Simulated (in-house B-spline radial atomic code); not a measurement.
# Ru⁴⁰⁺: excited configurations

How much energy does it take to promote electrons of Ru⁴⁰⁺ to other shells? Each configuration is solved by itself and compared with the reference.

The numbers are computed with in-house B-spline radial atomic code version 1 (Dirac-Hartree-Fock, average of configuration, Fermi nucleus, basis-set limit), except any that are marked as measured or tabulated.

## (1) What is computed

```
element       : ruthenium (Z = 44)
charge        : +40
electrons     : 4
configuration : [He] 2s2
Hamiltonian   : Dirac-Coulomb
nucleus       : Fermi, rms radius 4.481 fm
```

The outer shells:

[He] 2s2
```
[He] core
2s [↑↓]
```

Input settings:

```ini
Z = 44
electrons = 4.0
configuration = [He] 2s2
hamiltonian = dirac
method = hf
spin_polarised = False
nucleus = fermi
rms_radius = 4.4809
mass_number = 102
atomic_mass = 101.904340312
speed_of_light = 137.035999084
```

From the earlier run of the reference: total energy -2417.752838 hartree. Levels, eight at most:

```csv
orbital,occupation,energy (eV),<r> (bohr)
1s1/2,2,-25800.5,0.03321
2s1/2,2,-6136.57,0.1361
```

## (2) [He] 3s1 4s1

Input settings:

```ini
Z = 44
electrons = 4.0
configuration = [He] 3s1 4s1
hamiltonian = dirac
method = hf
spin_polarised = False
nucleus = fermi
rms_radius = 4.4809
mass_number = 102
atomic_mass = 101.904340312
speed_of_light = 137.035999084
```

**Question.** How far above the reference does each configuration lie (order and size, in eV)?

**Answer**, as computed:

| net move | configuration | energy above the reference (eV) | with Breit, QED, recoil (eV) | largest <r> (bohr) |
| --- | --- | --- | --- | --- |
| 2×2s → 3s, 4s | [He] 3s1 4s1 | 8191.17 | 8181.26 | 0.462 |

**Reading.** The promotion costs 8191.17 eV. Koopmans' estimate of the ionisation threshold is 6136.57 eV; 1 configuration exceeds it by over 2 % and could autoionise. Two partly filled shells share a symmetry and can mix in the average, which may lower the energy, for: 2×2s → 3s, 4s. These are averages over configurations, without correlation, not spectroscopic levels.
